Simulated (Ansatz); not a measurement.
# AlN (P6_3mc): energy and pressure against volume

How does AlN (P6_3mc) respond to strong compression and slight expansion?

The COD entry's cell or inner coordinates are ideal or old and differ from later refinements, so a difference from it is no clean test against experiment.

Computed with Ansatz 0.2.0 (DFT r²SCAN, scalar-relativistic, plane waves, PAW, unless a step's input says otherwise).

## 1. The starting structure

It takes space group P6_3mc (No. 186, hexagonal). Conventional cell: a = 3.107 Å, b = 3.107 Å, c = 4.979 Å, α = 90.00°, β = 90.00°, γ = 120.00°. Al (site symmetry 3m) is surrounded by 4 N at 1.89 to 1.90 Å. N (site symmetry 3m) is surrounded by 4 Al at 1.89 to 1.90 Å.

As a file:

```cif
data_structure
_symmetry_space_group_name_H-M 'P6_3mc'
_symmetry_Int_Tables_number 186
_cell_length_a 3.1065
_cell_length_b 3.1065
_cell_length_c 4.9793
_cell_angle_alpha 90.000
_cell_angle_beta 90.000
_cell_angle_gamma 120.000
_cell_volume 41.61
loop_
_atom_site_label
_atom_site_type_symbol
_atom_site_symmetry_multiplicity
_atom_site_Wyckoff_symbol
_atom_site_fract_x
_atom_site_fract_y
_atom_site_fract_z
_atom_site_occupancy
Al1 Al 2 b 0.33333 0.66667 0.99922 1
N1 N 2 b 0.33333 0.66667 0.38078 1
```

This cell comes from an earlier session at r²SCAN: 10.404 Å³/atom at 0.00 GPa, on a 8×8×4 mesh.

## 2. Volume × 0.96

Input file input.yaml:

```yaml
crystal:
  lattice:
    - [3.0645176735, 0.0, 0.0]
    - [-1.5322588368, 2.6539501556, 0.0]
    - [0.0, 0.0, 4.9119917342]
  atoms:
    - { symbol: Al, position: [0.3333333333, 0.6666666667, -0.0007776514] }
    - { symbol: Al, position: [0.6666666667, 0.3333333333, 0.4992223486] }
    - { symbol: "N", position: [0.3333333333, 0.6666666667, 0.3807776514] }
    - { symbol: "N", position: [0.6666666667, 0.3333333333, 0.8807776514] }
basis:
  ecutwfc: 500
  ecutrho_ratio: 4
kpoints:
  mp_grid: { grid: [8, 8, 4] }
hamiltonian:
  xc: r2scan
scf:
  occupations: { method: gaussian, width: 0.05 }
output:
  forces: true
  stress: true
  eigenvalues: true
relax:
  f_tol: 0.01
  max_steps: 40
  cell: { stress_tol: 0.1, fix: [volume] }
```

The run is started by

```
ansatz run input.yaml --threads 2 --pin off --max-ram 5120MiB --backend cpu --events-out ev --progress --plain --runs-dir out
```

After this run come: Volume × 1.04; Volume × 0.92; Volume × 0.88; Volume × 0.84; Volume × 0.8.

**Question.** What will these runs give? Wanted: range of pressure; V0; B0; B0′.

**Answer**, as computed:

| quantity | value |
| --- | --- |
| range of pressure | -7.7 to 69.3 GPa |
| V0 (fit) | 10.40 Å³/atom |
| B0 (fit) | 212 GPa |
| B0′ (fit) | 3.55 |

**Reading.** A third-order Birch-Murnaghan fit follows the points with an rms miss of 0.09 meV/atom. Shape and atoms relax at each volume. Other structures may be lower in enthalpy at these pressures.
